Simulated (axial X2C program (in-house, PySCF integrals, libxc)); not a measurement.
**RhH⁻: properties at the nuclei**

Wanted for RhH⁻: properties at the nuclei, at the two-component level.

Method: two-component X2C with atomic mean-field terms, Rh dyall-acv3z, H dyall-av3z; program: an in-house X2C program for linear molecules on PySCF integrals.

All values are calculated.

## Step 1: Input

The input, task.json:

```json
{
 "zs": [
  45,
  1
 ],
 "q": -1,
 "bas": [
  "dyall-acv3z",
  "dyall-av3z"
 ],
 "r0": 1.57,
 "levels": [
  "PBE0",
  "HF",
  "BHandHLYP",
  "r2SCAN",
  "PBE50"
 ],
 "nst": 3
}
```

Keys: zs atomic numbers; q charge; bas basis sets; r0 starting distance in Å; levels methods (HF also brings MP2); nst determinants followed.

The run is started by

```sh
python soeom.py task.json out
```

Further steps of the session: Expectation values, lowest determinant; Expectation values, a higher determinant; Expectation values, a higher determinant.

Before running it: what results should come out? Wanted: lowest state; Eeff magnitude; Ws magnitude Rh; A∥/gI Rh; qzz Rh; higher state; Eeff magnitude; Ws magnitude Rh; A∥/gI Rh.

**Answer**, as computed:

| quantity | value |
| --- | --- |
| lowest state | Ω = 5/2 (unpaired: ω = 5/2) |
| Eeff magnitude (GV/cm), PBE0 | 1.65 |
| Ws magnitude Rh (kHz), PBE0 | 0.318 |
| A∥/gI Rh (MHz), PBE0 | 419 |
| qzz Rh (a.u.), PBE0 | -1.78 |
| higher state | Ω = 3/2 (unpaired: ω = 3/2) |
| Eeff magnitude (GV/cm), PBE0, higher state | 1.59 |
| Ws magnitude Rh (kHz), PBE0, higher state | 0.504 |
| A∥/gI Rh (MHz), PBE0, higher state | 700 |
| qzz Rh (a.u.), PBE0, higher state | -1.66 |
| higher state | Ω = 7/2 (unpaired: 2 × ω = 1/2, ω = 5/2) |
| Eeff magnitude (GV/cm), PBE0, higher state | 0.183 |
| Ws magnitude Rh (kHz), PBE0, higher state | 0.0239 |
| A∥/gI Rh (MHz), PBE0, higher state | 743 |
| qzz Rh (a.u.), PBE0, higher state | -2.64 |

**Reading.** In the first state, the effective field runs from 1.65 to 3.64 GV/cm over the mean-field levels, so the levels don't agree on it. The expectation values come from single determinants. Eeff is the effective electric field on the electron dipole moment in this Ω state and Ws the scalar–pseudoscalar constant (defined with the proton number Z and per Ω); A∥ is the parallel hyperfine constant, which follows by multiplying with the nuclear g factor gI = μI/(I μN); qzz is the electric field gradient, eQq0 = 234.96 MHz × Q/barn × qzz. The operators were transformed with the bare-nucleus X2C matrices.
